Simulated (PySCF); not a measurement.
# C5H9FSi2: the cost of one run

Computed with PySCF 2.14.0 and routines of our own; the level stands in each step. Atoms count from 0.

## 1. The starting structure

17 atoms, charge 0, multiplicity 1; geometry from: GFN2-xTB.

## 2. Magnetic properties: GIAO PBE0/pcSseg-1

What the job is given:

```
{"job": {"kind": "mag", "xc": "PBE0", "basis": "pcSseg-1", "isotopologues": 2}, "charge": 0, "multiplicity": 1}
C      3.033882    -0.820888    -1.902864
C      2.181885    -0.801764    -1.054688
Si     0.881668    -0.748507     0.261617
C     -0.839585    -1.266960    -0.396831
Si    -2.027698     0.183080    -0.050993
C     -0.911833     1.186541     1.157130
F     -1.289845     2.529678     1.193317
C      0.547067     1.066673     0.738513
H      3.778661    -0.835512    -2.646433
H      1.314423    -1.566647     1.404585
H     -1.181102    -2.175423     0.094557
H     -0.805033    -1.498524    -1.458796
H     -2.296773     0.990556    -1.240851
H     -3.271642    -0.215634     0.611489
H     -1.033495     0.839182     2.191165
H      1.209439     1.439309     1.520658
H      0.702984     1.706869    -0.132563
```

With the program's defaults for keys left out, this is: GIAO PBE0/pcSseg-1 magnetisability, rotational g tensor and spin-rotation constants, non-relativistic, gas phase.

Launch:

```bash
> OMP_NUM_THREADS=1 python excited_run.py task.json out
```

One launch serves the whole session: the jobs run in the order shown.

**Question.** How long does this first job take on 1 thread of Intel Xeon 6975P-C, shared host, and how much memory does it need?

About 30 s, with a peak of 0.97 GiB.
